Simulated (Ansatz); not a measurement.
This was printed by a script on the Python package of Ansatz (0.2.0), for a ladder of methods at one geometry of C2H5NOSi, SMILES [SiH3]C1=NCO1. What did the script look like? Use (for the species named): PBE, def2-SVP basis, multiplicity 1. The script varies functional: pbe, r2scan, b3lyp, lda.

```xyz
10

Si   -1.5943   -0.5237   -0.5650
C    -0.0137   -0.0158    0.0367
N     0.5071    0.0059    1.1936
C     1.8444    0.5164    0.6302
O     1.0832    0.4450   -0.6304
H    -2.7387    0.3553    0.0136
H    -1.7307   -0.3035   -2.0484
H    -1.9380   -1.8888   -0.3144
H     2.6219   -0.1641    0.7295
H     2.0419    1.5220    0.9575
```

```console
$ python c2h5nosi_methods.py
functional    E (Ha)        dipole (D)   HOMO (eV)  LUMO (eV)
pbe           -497.939700     1.127      -5.458     -1.729
r2scan        -498.188087     1.147      -5.842     -1.659
b3lyp         -498.353076     1.077      -6.850     -1.019
lda           -495.461975     1.096      -5.577     -1.890
```

One script that gives this output:

The script, `c2h5nosi_methods.py`:
```python
# -*- coding: utf-8 -*-
from dataclasses import dataclass
from pathlib import Path

import ansatz as az
import numpy as np


@dataclass
class Options:
    basis: str = 'def2-SVP'


opts = Options()


def main():
    geometry_ang = [
        ('Si', (-1.5943, -0.5237, -0.565)),
        ('C', (-0.0137, -0.0158, 0.0367)),
        ('N', (0.5071, 0.0059, 1.1936)),
        ('C', (1.8444, 0.5164, 0.6302)),
        ('O', (1.0832, 0.445, -0.6304)),
        ('H', (-2.7387, 0.3553, 0.0136)),
        ('H', (-1.7307, -0.3035, -2.0484)),
        ('H', (-1.938, -1.8888, -0.3144)),
        ('H', (2.6219, -0.1641, 0.7295)),
        ('H', (2.0419, 1.522, 0.9575)),
    ]
    geometry = az.Crystal.molecule()
    for symbol, xyz in geometry_ang:
        geometry = geometry.atom(symbol, xyz)

    base = geometry.calculation()
    base = base.basis(gaussian=opts.basis).scf(lower_state_search='off')

    print('functional    E (Ha)        dipole (D)   HOMO (eV)  LUMO (eV)')
    for name in ['pbe', 'r2scan', 'b3lyp', 'lda']:
        rep = base.functional(name).forces().orbitals().run(threads=1, runs_dir='runs').report
        lines = Path(rep['orbitals_path']).read_text().splitlines()
        field_of = lambda key: [line.split('=')[1].strip() for line in lines if line.startswith(key)]
        orbitals = [(27.211386 * float(e), s, float(n)) for e, s, n in zip(field_of('Ene='), field_of('Spin='), field_of('Occup='))]
        homo = max(e for e, _, n in orbitals if n > 0.5)
        lumo = min(e for e, _, n in orbitals if n < 0.5)
        dipole = 4.803205 * np.linalg.norm(rep['charge_distribution']['dipole_moment_e_ang'])
        print(f'{name:10s} {rep["free_energy_ev"] / 27.211386246:14.6f} {dipole:9.3f} {homo:11.3f} {lumo:10.3f}')


if __name__ == '__main__':
    main()
```

Caveats:
- These settings explore the input space; basis and method may be short of convergence.
- The geometry is a force-field or estimated start, not a minimum of this method, and the basis set is short of its limit. A lower total doesn't mark the better method: functionals have no common bound, and MP2 and coupled cluster aren't variational.
- b3lyp holds the VWN-RPA fit, as in Gaussian; the form of ORCA and Turbomole is b3lyp5.
- Levels such as HOMO and LUMO are orbital energies: with these approximate functionals they aren't the ionisation energy and electron affinity, and their gap isn't the fundamental gap.
- Run time: 9.8 s on 1 thread of Arm Neoverse V2, on a shared host, peak memory 0.23 GiB.
